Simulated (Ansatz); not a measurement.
Working through a rigid torsion scan of CH₆OSSi, SMILES O[SiH2]CS

With Ansatz 0.2.0 through its Python package.

Notebook, run cell by cell (the value of a cell's last expression is shown):

In [1]:
```python
import ansatz as az
from ase import Atoms

atoms = Atoms(["O", "Si", "C", "S", "H", "H", "H", "H", "H", "H"], positions=[
    (-1.8399, 0.5547, -0.4627),
    (-0.5246, 0.7082, 0.4635),
    (0.4934, -0.8181, 0.4179),
    (1.0728, -1.1916, -1.2871),
    (-1.7458, 0.2752, -1.3994),
    (-0.9311, 1.0338, 1.8535),
    (0.2939, 1.8653, -0.0335),
    (0.0139, -1.6572, 0.8286),
    (1.4395, -0.6754, 1.0683),
    (1.8109, -0.1461, -1.4462),
])
```

In [2]:
```python
# relax first, so that the scan starts from a minimum
first = (
    az.Crystal.molecule_from_ase(atoms).calculation()
    .basis(gaussian="cc-pVDZ")
    .functional("cam_b3lyp")
    .relax(force_tolerance=0.02, max_steps=80)
)
atoms.positions = first.run().report["positions_ang"]
```

In [3]:
```python
start = atoms.get_dihedral(3, 2, 1, 0)
energies = {}
for turn in range(0, 360, 30):
    turned = atoms.copy()
    turned.set_dihedral(3, 2, 1, 0, start + turn, indices=[0, 1, 4, 5, 6])
    job = (
        az.Crystal.molecule_from_ase(turned).calculation()
        .basis(gaussian="cc-pVDZ")
        .functional("cam_b3lyp")
    )
    energies[round((start + turn) % 360)] = job.run().report["free_energy_ev"]
floor = min(energies.values())
print("dihedral S3-C2-Si1-O0 (deg)   E - E(min) (kJ/mol)")
for angle, e in sorted(energies.items()):
    print(f"{angle:8d} {96.485332 * (e - floor):14.3f}  " + "#" * int(30 * (e - floor) / max(max(energies.values()) - floor, 1e-9)))
```
```text
dihedral S3-C2-Si1-O0 (deg)   E - E(min) (kJ/mol)
      23         11.248  ############
      53          0.000
      83          7.837  #########
     113         18.810  #####################
     143         17.111  ###################
     173          8.671  #########
     203         10.211  ###########
     233         18.819  #####################
     263         17.596  ####################
     293          9.937  ###########
     323         17.339  ###################
     353         26.099  ##############################
```

The scan is rigid and the energies are electronic, in a modest basis. With rigid groups the curve can differ much from the relaxed path, the start wasn't checked as a minimum of this torsion, and equivalent turns needn't return to the same energy. Run time: 80 s on 1 thread of Arm Neoverse V2 (shared host), peak memory 0.31 GiB.
